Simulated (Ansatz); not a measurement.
**GeNH2 (quartet): the correlation ladder at distance Ge1–N2 = 6.631 Å, cc-pVDZ**

One table from this session's results is given with a row withheld; the runs are named, their logs left out.

Computed with Ansatz 0.2.0, Gaussian basis. Level: cc-pVDZ, core rule «outside noble gas», up to 15 orbitals frozen.

The runs, in order: UHF; CCSD(T) on ROHF; CCSD(T) on UHF; BCCD(T) on ROHF; CISD; CCSDT(Q) on ROHF; CCSDT(Q) on UHF; CASSCF and MRCISD+Q, 5 electrons in 5 orbitals; CASSCF and NEVPT2, 5 electrons in 5 orbitals; CASSCF and MRCISD+Q, 11 electrons in 10 orbitals; CASSCF and NEVPT2, 11 electrons in 10 orbitals.

32 further runs of the same task are left out: 4 for a known fault of the program, 3 for a mislabelled method, 17 that didn't finish, 8 set aside as unsound or not needed.

## What is computed

The geometry derives from a PBE0/def2-TZVP stationary point (not a proven minimum). One bond is set to the value named and the two fragments are kept rigid. No spin-orbit coupling is included. The filled d shell of Ge may be among the frozen orbitals whatever the setting's name suggests; the logs give the count.

4 atoms, charge 0, spin multiplicity 4.

Atoms are counted from 1 here; the program's logs count them from 0.

Bond lengths: Ge1–H3 1.558 Å, N2–H4 1.027 Å.

The first run:

The input, in.yaml:

```yaml
crystal:
  periodic: [false, false, false]
  atoms:
    - {symbol: Ge, position_ang: [-0.099060, 0.547129, 3.231612]}
    - {symbol: N, position_ang: [-0.362421, -0.195167, -3.352444]}
    - {symbol: H, position_ang: [0.182877, -0.815574, 3.931658]}
    - {symbol: H, position_ang: [0.278605, 0.463612, -3.810826]}
basis:
  gaussian: {orbitals: cc-pVDZ}
magnetization: {spin_polarized: true, initial_magnetization: 3}
hamiltonian: {xc: hf}
output: {orbitals: {seedname: orbitals}}
```

Launch:

```
$ ansatz run in.yaml --threads 1 --pin off --events-out ev --progress --plain --max-ram 2393MiB
```

Among the steps run: UHF; CCSD(T) on ROHF; CCSD(T) on UHF; BCCD(T) on ROHF; CISD; CCSDT(Q) on ROHF; CCSDT(Q) on UHF; CASSCF and MRCISD+Q, 5 electrons in 5 orbitals; CASSCF and NEVPT2, 5 electrons in 5 orbitals; CASSCF and MRCISD+Q, 11 electrons in 10 orbitals; CASSCF and NEVPT2, 11 electrons in 10 orbitals.

One table of the session follows, with a row left open; its other results are not shown here.

It belongs to the step «Misses and costs». 

| method | from UCCSDT(Q) (meV) |
| --- | --- |
| ROHF | +5965.0 |
| UHF | +5681.5 |
| RMP2 | +1216.4 |
| UMP2 | +1216.4 |
| CISD | +519.1 |
| RCCSD | +109.5 |
| UCCSD | +101.0 |
| RCCSD(T) | +27.8 |
| UCCSD(T) | +22.9 |
| BCCD(T) | +27.7 |
| RCCSDT | +8.4 |
| UCCSDT | +3.9 |
| RCCSDT(Q) | ? |
| UCCSDT(Q) | 0 |
| CASSCF valence | +4412.3 |
| NEVPT2 valence | +988.8 |
| MRCISD valence | +276.3 |
| MRCISD+Q valence | +3.7 |

Q: Estimate the row for RCCSDT(Q) from the others.

**Answer.** from UCCSDT(Q) (meV): +4.3. In the column «from UCCSDT(Q) (meV)» it lies between UCCSDT (+3.9) and RCCSDT (+8.4).

Not comparable, so not listed: CASSCF and MRCISD+Q, 5 electrons in 5 orbitals (they don't share determinant, frozen orbitals or solution with the rows shown, or repeat one).

Caveats from the session: Left out of the table: CASSCF pair, NEVPT2 pair (the active space lost an orbital or holds another state than full CI finds). Restricted and unrestricted rows rest on different reference determinants; where their highest levels disagree by more than a few hundredths of an eV, they describe different states and don't form one ladder. Warnings in the runs' records: passed over end.
